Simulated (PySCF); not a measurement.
**GaOBr: singlet, from a linear start**

Aim: relax GaOBr as a singlet from a linear start, check by its vibrations whether the end is a minimum, and collect its spectrum and constants.

The runs use PySCF 2.14.0; PBE0, basis Ga def2-TZVP, O def2-TZVP, Br def2-TZVP, no relativity, density fitting.

## (1) The system as given

3 atoms, charge 0, spin multiplicity 1.

Bond lengths: Ga1–O2 1.740 Å, Ga1–Br3 2.380 Å. Angles: O2–Ga1–Br3 180.0°.

Coordinates in bohr (charge 0 multiplicity 1):
```
Ga    0.0000    0.0000    0.0000
O     0.0000    0.0000   -3.2881
Br    0.0000    0.0000    4.4975
```

## (2) Finding the electronic state

One driver script runs all steps and calls PySCF; scf.py shows how it sets up the SCF of each step. The optimiser is the driver's own. After this first run the driver tries any further starts and a stability analysis.

Contents of scf.py:

```python
from pyscf import gto, scf, dft
mol = gto.M(atom='''
Ga     0.000000     0.000000     0.000000
O      0.000000     0.000000    -1.740000
Br     0.000000     0.000000     2.380000''',
    basis={'Ga': 'def2-TZVP', 'O': 'def2-TZVP', 'Br': 'def2-TZVP'},
    charge=0, spin=0)
mf = dft.RKS(mol, xc='PBE0')
mf.grids.atom_grid = (50, 194)
aux = {'Ga': 'def2-universal-JKFIT', 'O': 'def2-universal-JKFIT', 'Br': 'def2-universal-JKFIT'}
mf = mf.density_fit(auxbasis=aux)
mf.conv_tol = 1e-08
mf.diis_space = 10
mf.max_cycle = 60
mf.init_guess = 'minao'
mf.verbose = 4
mf.kernel()
```

The run is started by

```console
$ OMP_NUM_THREADS=4 python axn.py task.json out
```

The program printed, cut to the lines that bear on the results:

```text
[... the frontier levels of the middle cycles are left out ...]
init E= -4572.10730493939
  HOMO = -0.34170296404321  LUMO = -0.158787284089563  gap/eV = 4.97739
cycle= 1 E= -4573.29566485161  delta_E= -1.19  |g|= 1.37  |ddm|= 1.94
  HOMO = -0.16018176726913  LUMO = -0.00641565771179842  gap/eV = 4.18419
cycle= 2 E= -4567.13816537736  delta_E= 6.16  |g|=  3.8  |ddm|= 3.63
  HOMO = -0.277894334467374  LUMO = -0.136822027383275  gap/eV = 3.83877
cycle= 3 E= -4573.41224683176  delta_E= -6.27  |g|= 0.947  |ddm|= 3.48
cycle= 4 E= -4573.6370209708  delta_E= -0.225  |g|= 0.271  |ddm|= 0.707
cycle= 5 E= -4573.64676941044  delta_E= -0.00975  |g|= 0.0967  |ddm|= 0.26
cycle= 6 E= -4573.64779704639  delta_E= -0.00103  |g|= 0.0473  |ddm|= 0.0676
cycle= 7 E= -4573.64817036465  delta_E= -0.000373  |g|= 0.0306  |ddm|= 0.0262
cycle= 8 E= -4573.64830418682  delta_E= -0.000134  |g|= 0.0182  |ddm|= 0.0107
cycle= 9 E= -4573.6483727833  delta_E= -6.86e-05  |g|= 0.00619  |ddm|= 0.00923
cycle= 10 E= -4573.64838097633  delta_E= -8.19e-06  |g|= 0.000758  |ddm|= 0.00369
cycle= 11 E= -4573.64838114744  delta_E= -1.71e-07  |g|= 8.9e-05  |ddm|= 0.000738
cycle= 12 E= -4573.64838115065  delta_E= -3.2e-09  |g|= 2.64e-05  |ddm|= 0.000135
  HOMO = -0.295902167776966  LUMO = -0.125070246842292  gap/eV = 4.64857
Extra cycle  E= -4573.64838115024  delta_E= 4.03e-10  |g|= 5.89e-05  |ddm|= 7.32e-05
converged SCF energy = -4573.64838115024
```

This step, with its further starts and checks, needed 8.1 s of wall time on 4 threads of Arm Neoverse V1, shared host.

No lower closed-shell solution turned up in the test of internal stability.

## (3) Linear start, singlet: relaxation

The program finds C∞v symmetry in the start, which this walk keeps. Threshold on the gradient: 0.0003 Eh/bohr, with a further test on the energy change.

Edit scf.py of step 2 so:

```diff
@@ -3,3 +3,3 @@
-Ga     0.000000     0.000000     0.000000
-O      0.000000     0.000000    -1.740000
-Br     0.000000     0.000000     2.380000''',
+Ga     0.000000     0.000000    -0.976536
+O      0.000000     0.000000    -2.716536
+Br     0.000000     0.000000     1.403464''',
@@ -15 +14,0 @@
-mf.init_guess = 'minao'
```

Steps of the walk:

```csv
step,energy (Eh),change (kJ/mol),largest symmetric gradient (Eh/bohr)
0,-4573.648381,0.00,0.05801
1,-4573.658667,-27.01,0.02679
2,-4573.659725,-29.78,0.00243
3,-4573.659743,-29.83,0.00054
4,-4573.659744,-29.83,0.00009
```

The walk took 9.3 s.

After 4 steps and 29.8 kJ/mol it ends at C∞v: Ga–Br 2.223 Å, Ga–O 1.645 Å; Br–Ga–O 180.0°.

## (4) Is it a minimum? Harmonic modes

The point is checked on the finer grid, and tightened if its gradient asks for it. The Hessian and the dipole derivatives come from central differences of analytic gradients, with steps of 0.02 bohr.

Edit scf.py of step 3 so:

```diff
@@ -3,3 +3,3 @@
-Ga     0.000000     0.000000    -0.976536
-O      0.000000     0.000000    -2.716536
-Br     0.000000     0.000000     1.403464''',
+Ga     0.000000    -0.000000    -0.910335
+O      0.000000    -0.000000    -2.555161
+Br     0.000000     0.000000     1.312841''',
@@ -9 +9 @@
-mf.grids.atom_grid = (50, 194)
+mf.grids.atom_grid = (75, 302)
@@ -12 +12 @@
-mf.conv_tol = 1e-08
+mf.conv_tol = 1e-10
```

This SCF starts from the last density.

Log of the central SCF (cycles and frontier levels):

```text
init E= -4573.65961971141
  HOMO = -0.296695623623704  LUMO = -0.0926363187482124  gap/eV = 5.55274
cycle= 1 E= -4573.65961971141  delta_E= 2.73e-12  |g|= 5.46e-06  |ddm|= 4.45e-06
  HOMO = -0.296697032788455  LUMO = -0.0926362967485517  gap/eV = 5.55278
Extra cycle  E= -4573.65961971138  delta_E= 2.55e-11  |g|= 1.52e-05  |ddm|= 1.16e-05
converged SCF energy = -4573.65961971138
```

The whole step took 27 s.

Geometry: C∞v; Ga–Br 2.223 Å, Ga–O 1.645 Å; Br–Ga–O 180.0°.

Modes, for the most abundant isotopes:

```json
{"symmetry": "π", "ω (cm⁻¹)": "144", "IR (km/mol)": "57.7"}
{"symmetry": "σ+", "ω (cm⁻¹)": "322", "IR (km/mol)": "12.4"}
{"symmetry": "σ+", "ω (cm⁻¹)": "952", "IR (km/mol)": "61.6"}
```

No imaginary mode, so this is a minimum.

Properties at this point:

```yaml
Dipole_moment: 3.80 D
Highest_occupied_level: -8.07 eV
Lowest_empty_level: -2.52 eV
Rotational_constants: 0.05665 cm⁻¹
Zero-point_energy: 9.3 kJ/mol
Principal_polarisabilities: 36.3, 36.3, 71.9 bohr³
Atomisation_energy_without_zero-point_energy: 727 kJ/mol
Principal_traceless_quadrupole_moments_about_the_centre_of_mass: -14.90, 7.45, 7.45 D Å
Entropy_at_298.15_K_and_1_bar: 277.9 J/(mol K)
Heat_capacity_Cp_at_298.15_K: 53.7 J/(mol K)
Enthalpy_at_298.15_K_above_0_K: 13.26 kJ/mol
Rotational_symmetry_number: 1
```

Charges (e) and bond orders:

```tsv
atom	Mulliken	Löwdin	polar tensor	Mayer order to Ga1
Ga1	0.60	-0.02	0.99	–
O2	-0.47	-0.27	-0.66	2.12
Br3	-0.13	0.29	-0.34	1.21
```

Outer orbital energies (eV). occupied: -23.35, -22.35, -12.67, -9.99, -9.99, -9.67, -8.07, -8.07; empty: -2.52, -0.98, -0.98, 2.28.

Mulliken populations on Ga1: s 6.96, p 13.16, d 10.19, f 0.08.

## (5) Results

| quantity | value |
| --- | --- |
| minimum | singlet, C∞v |
| geometry | Ga–Br 2.223 Å, Ga–O 1.645 Å; Br–Ga–O 180.0° |
| wavenumbers (cm⁻¹) | 144 (π), 322 (σ+), 952 (σ+) |
| dipole moment | 3.80 D |
| highest occupied, lowest empty level | -8.07, -2.52 eV |
| polar-tensor charge of Ga1 | +0.99 e |
| zero-point energy | 9.3 kJ/mol |
| entropy at 298.15 K | 277.9 J/(mol K) |
| atomisation energy (no zero-point energy) | 727 kJ/mol |

**Reading.** The linear start keeps its C∞v symmetry and ends in a minimum. In the infrared the band at 952 cm⁻¹ (σ+, stretch) leads. Only this shape and spin were tried, so other structures or states may lie lower.

The search up to here took 44 s.
